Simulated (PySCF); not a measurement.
# WNF₃: relaxation and vibrations of the singlet

The task is one start of a wider search on WNF₃: the singlet, built as tetrahedral. It is relaxed, tested by its Hessian and followed downhill if it is a saddle.

Method: PBE0, basis W def2-SVP with ECP60, N def2-SVP, F def2-SVP, scalar-relativistic core potentials, no spin–orbit coupling, density fitting; program: PySCF 2.14.0.

### 1 The system as given

5 atoms, charge 0, spin multiplicity 1.

Bond lengths: W1–N2 1.800 Å, W1–F3 2.010 Å, W1–F4 2.010 Å, W1–F5 2.010 Å. Angles: N2–W1–F3 109.5°, N2–W1–F4 109.5°, N2–W1–F5 109.5°, F3–W1–F4 109.5°, F3–W1–F5 109.5°, F4–W1–F5 109.5°.

Z-matrix (Å, degrees; charge 0 multiplicity 1):
```
W
N  1 1.8000
F  1 2.0099 2 109.47
F  1 2.0099 2 109.47 3 -120.00
F  1 2.0099 2 109.47 3 120.00
```

### 2 Relaxation: tetrahedral start, singlet

The steps below are one call of a driver around PySCF. For each, scf.py gives the equivalent set-up of the SCF; relaxations use the driver's own optimiser. Before each start the driver seeks the lowest SCF state from one or more starting densities and follows internal instabilities, so scf.py alone need not reach the same state.

The program finds C3v symmetry in the start, which this walk keeps. The walk stops when the largest gradient is under 0.0003 Eh/bohr and the energy has settled too.

Contents of scf.py:

```python
from pyscf import gto, scf, dft
mol = gto.M(atom='''
W      0.000000    -0.041563    -0.029403
N      0.000000    -1.511047    -1.068949
F      1.641104    -0.041807     1.131033
F     -1.641104    -0.041807     1.131033
F     -0.000000     1.599785    -1.189493''',
    basis={'W': 'def2-SVP', 'N': 'def2-SVP', 'F': 'def2-SVP'},
    ecp={'W': 'def2-SVP'},
    charge=0, spin=0)
mf = dft.RKS(mol, xc='PBE0')
mf.grids.atom_grid = (50, 194)
aux = {'W': 'def2-universal-JKFIT', 'N': 'def2-universal-JKFIT', 'F': 'def2-universal-JKFIT'}
mf = mf.density_fit(auxbasis=aux)
mf.kernel()
```

Further steps of the session: Frequencies.

**Question.** What will these runs give? Wanted: minimum; geometry; wavenumbers; dipole moment; highest occupied, lowest empty level; polar-tensor charge of W1; zero-point energy; atomisation energy.

The runs gave:

```
                                 quantity                                                                value
                                  minimum                                                         singlet, C3v
                                 geometry  W–F 1.860 Å (×3), W–N 1.651 Å; F–W–F 114.6° (×3), F–W–N 103.7° (×3)
                       wavenumbers (cm⁻¹)             227 (a1), 235 (e), 335 (e), 715 (a1), 719 (e), 1197 (a1)
                            dipole moment                                                               2.17 D
     highest occupied, lowest empty level                                                      -9.49, -2.47 eV
                polar-tensor charge of W1                                                              +2.30 e
                        zero-point energy                                                          28.2 kJ/mol
                      entropy at 298.15 K                                                      317.8 J/(mol K)
atomisation energy (no zero-point energy)                                                          2266 kJ/mol
```

**Reading.** The molecule stays C3v, as typed, and the end point is a minimum. In the infrared the band at 719 cm⁻¹ (e, stretch) leads. Only this shape and spin were tried, so other structures or states may lie lower. With an element this heavy the missing spin–orbit coupling can shift these numbers.
